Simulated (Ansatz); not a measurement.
**Ga4As3P: a closer look at a trial structure**

The task, for Ga4As3P: see whether it has a gap, which orbitals make up the states near it and how charge is shared.

Computed with Ansatz 0.2.0 (DFT PBE, scalar-relativistic, plane waves, PAW, unless a step's input says otherwise).

1 further run of the same task is left out (set aside as unsound or not needed).

### 1 The starting structure

Symmetry: P-43m, No. 215, cubic system. The conventional cell has a = 5.683 Å, b = 5.683 Å, c = 5.683 Å, α = 90.00°, β = 90.00°, γ = 90.00°. Ga (site symmetry 3m) has 1 P at 2.41 Å and 3 As at 2.48 Å as nearest neighbours. Around P (site symmetry -43m) lie 4 Ga at 2.41 Å. As (site symmetry -42m) is surrounded by 4 Ga at 2.48 Å.

Structure file:

```
CELL_PARAMETERS angstrom
5.68291 0.00000 0.00000
0.00000 5.68291 0.00000
0.00000 0.00000 5.68291
ATOMIC_POSITIONS crystal
Ga 0.74532 0.74532 0.74532
Ga 0.74532 0.25468 0.25468
Ga 0.25468 0.74532 0.25468
Ga 0.25468 0.25468 0.74532
P 0.50000 0.50000 0.50000
As 0.00000 0.00000 0.50000
As 0.00000 0.50000 0.00000
As 0.50000 0.00000 0.00000
```

It is the end of an earlier relaxation with the same method, from a generated guess; it is a trial structure. At a tolerance of 0.02 Å it has space group P-43m (No. 215); it has 22.94 Å³/atom, an uncorrected energy of -0.37 eV/atom over the elements.

### 2 Static run: bands, density of states and charges

Contents of input.yaml:

```yaml
crystal:
  lattice:
    - [5.6829104563, 0.0, 0.0]
    - [0.0, 5.6829104563, 0.0]
    - [0.0, 0.0, 5.6829104563]
  atoms:
    - { symbol: Ga, position: [0.7453153016, 0.7453153016, 0.7453153016] }
    - { symbol: Ga, position: [0.7453153016, 0.2546846984, 0.2546846984] }
    - { symbol: Ga, position: [0.2546846984, 0.7453153016, 0.2546846984] }
    - { symbol: Ga, position: [0.2546846984, 0.2546846984, 0.7453153016] }
    - { symbol: P, position: [0.5, 0.5, 0.5] }
    - { symbol: As, position: [0.0, 0.0, 0.5] }
    - { symbol: As, position: [0.0, 0.5, 0.0] }
    - { symbol: As, position: [0.5, 0.0, 0.0] }
basis:
  ecutwfc: 420
kpoints:
  mp_grid: { grid: [6, 6, 6] }
  band_path:
    path:
      - [[0.0, 0.0, 0.0], [0.0, 0.5, 0.0], [0.5, 0.5, 0.0], [0.0, 0.0, 0.0], [0.5, 0.5, 0.5], [0.0, 0.5, 0.0]]
      - [[0.5, 0.5, 0.5], [0.5, 0.5, 0.0]]
    npoints: 14
hamiltonian:
  xc: pbe
scf:
  occupations: { method: gaussian, width: 0.02 }
  n_extra_bands: 20
output:
  forces: true
  stress: true
  eigenvalues: true
  populations: true
  dos: { projected: true, de: 0.02, nscf_kmesh: { grid: [9, 9, 9] } }
  bader: true
  write_density: true
  write_potential: true
  elf: true
  volumetric_format: npy
```

Command:

```sh
$ ansatz run input.yaml --threads 1 --pin off --max-ram 2560MiB --backend cpu --events-out ev --progress --plain --runs-dir out
```

Before running it: what results should come out? Wanted: gap; Bader charges.

The runs gave:

```
     quantity                          value
          gap    0.49 eV, direct on the path
Bader charges  Ga +0.72, P -0.82, As -0.68 e
```

What this shows: It has a gap of 0.49 eV, with the valence top at Γ and the conduction bottom at Γ on the path. Of the projected weight, the top eV of the valence band is As 4p (64 %) and Ga 4p (22 %), and the lowest eV of the conduction band Ga 4s (35 %) and Ga 4p (22 %). The charge transfer is moderate (0.8 e by Bader), and the ELF peak of 0.92 on the P–Ga line shows directed, polar covalent bonding.
